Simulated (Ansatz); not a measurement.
# Cl2H3OSi: the cost of one run

Method: UKS BLYP-D4/def2-SVP, in Ansatz 0.2.0.

## (1) The system as given

Bond lengths: Si1–Cl2 2.380 Å, Si1–O3 1.680 Å, O3–H4 1.010 Å, Si1–H5 1.459 Å, Si1–H6 1.459 Å, Cl2–Cl7 2.340 Å. Angles: Si1–Cl2–Cl7 180.0°, Cl2–Si1–O3 109.4°, Cl2–Si1–H5 109.5°, Cl2–Si1–H6 109.5°, O3–Si1–H5 109.5°, O3–Si1–H6 109.5°, H5–Si1–H6 109.5°, Si1–O3–H4 109.5°.

Structure file:

```xyz
7

Si    0.0000    0.0000    0.0000
Cl    0.0000    0.0000    2.3800
O     1.5842    0.0000   -0.5594
H     1.9006   -0.9521   -0.6761
H    -0.6877    1.1914   -0.4862
H    -0.6877   -1.1914   -0.4862
Cl    0.0000    0.0000    4.7200
```

## (2) Pulling towards end A

Springs on the bonds that form and break draw the guess towards this end; the thresholds are loose.

input.yaml

```yaml
crystal:
  periodic: [false, false, false]
  atoms:
    - { symbol: Si, position_ang: [0.0, 0.0, 0.0] }
    - { symbol: Cl, position_ang: [0.0, 0.0, 2.38] }
    - { symbol: O, position_ang: [1.5842, 0.0, -0.5594] }
    - { symbol: H, position_ang: [1.9006, -0.9521, -0.6761] }
    - { symbol: H, position_ang: [-0.6877, 1.1914, -0.4862] }
    - { symbol: H, position_ang: [-0.6877, -1.1914, -0.4862] }
    - { symbol: Cl, position_ang: [0.0, 0.0, 4.72] }
magnetization:
  spin_polarized: true
  initial_magnetization: 1
basis:
  gaussian: { orbitals: def2-SVP }
hamiltonian:
  xc: blyp
  dispersion: d4
relax:
  f_tol: 0.15
  max_steps: 25
  restrain:
    - { distance: [1, 6], at: 3.24, k: 30.0 }
    - { distance: [0, 1], at: 2.13, k: 30.0 }
```

Started as:

```console
$ ansatz run input.yaml --threads 2 --pin off --max-ram 3072MiB --backend cpu --events-out ev --progress --plain --runs-dir out
```

Q: Estimate wall time and peak memory on 2 threads of Arm Neoverse V2, shared host.

About 41 s, with a peak of 0.18 GiB.
